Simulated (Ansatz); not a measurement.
# Rh (fcc type): the cost of one run

Method: DFT PBE, with the methods named in each step, in Ansatz 0.2.0.

2 further runs of the same task are left out: 1 that didn't finish, 1 set aside as unsound or not needed.

## Step 1: The starting structure

Symmetry: Fm-3m, No. 225, cubic system. The conventional cell has a = 3.830 Å, b = 3.830 Å, c = 3.830 Å, α = 90.00°, β = 90.00°, γ = 90.00°. Rh (site symmetry m-3m) is surrounded by 12 Rh at 2.71 Å.

Coordinates:

```cif
data_structure
_symmetry_space_group_name_H-M 'P 1'
_symmetry_Int_Tables_number 1
_cell_length_a 2.7082
_cell_length_b 2.7082
_cell_length_c 2.7082
_cell_angle_alpha 60.000
_cell_angle_beta 60.000
_cell_angle_gamma 60.000
_cell_volume 14.05
loop_
_atom_site_label
_atom_site_type_symbol
_atom_site_fract_x
_atom_site_fract_y
_atom_site_fract_z
_atom_site_occupancy
Rh1 Rh 0.00000 0.00000 0.00000 1
```

Whether this phase is the stable one at these pressures isn't tested.

## Step 2: The reference volume, LAPW

Input file input.yaml:

```yaml
crystal:
  lattice:
    - [0.0, 1.9149918957, 1.9149918957]
    - [1.9149918957, 0.0, 1.9149918957]
    - [1.9149918957, 1.9149918957, 0.0]
  atoms:
    - { symbol: Rh, position: [0.0, 0.0, 0.0] }
kpoints:
  mp_grid: { grid: [17, 17, 17] }
  band_path:
    path:
      - [0.0, 0.0, 0.0]
      - [0.5, 0.0, 0.5]
      - [0.625, 0.25, 0.625]
      - [0.375, 0.375, 0.75]
      - [0.0, 0.0, 0.0]
      - [0.5, 0.5, 0.5]
      - [0.5, 0.25, 0.75]
      - [0.5, 0.0, 0.5]
    npoints: 14
scf:
  occupations: { method: fermi_dirac, width: 0.05 }
hamiltonian:
  xc: pbe
  pseudopotentials: { kind: all_electron, lapw: { basis_error: 0.001 } }
output:
  forces: true
  stress: true
  eigenvalues: true
  populations: true
  dos: { projected: true, de: 0.2, e_range: [-14, 8] }
```

Started as:

```
> ansatz run input.yaml --threads 1 --pin off --max-ram 2048MiB --backend cpu --events-out ev --progress --plain --runs-dir out
```

Q: Estimate wall time and peak memory on 1 thread of Arm Neoverse V1, shared host.

About 16 s, with a peak of 0.34 GiB.
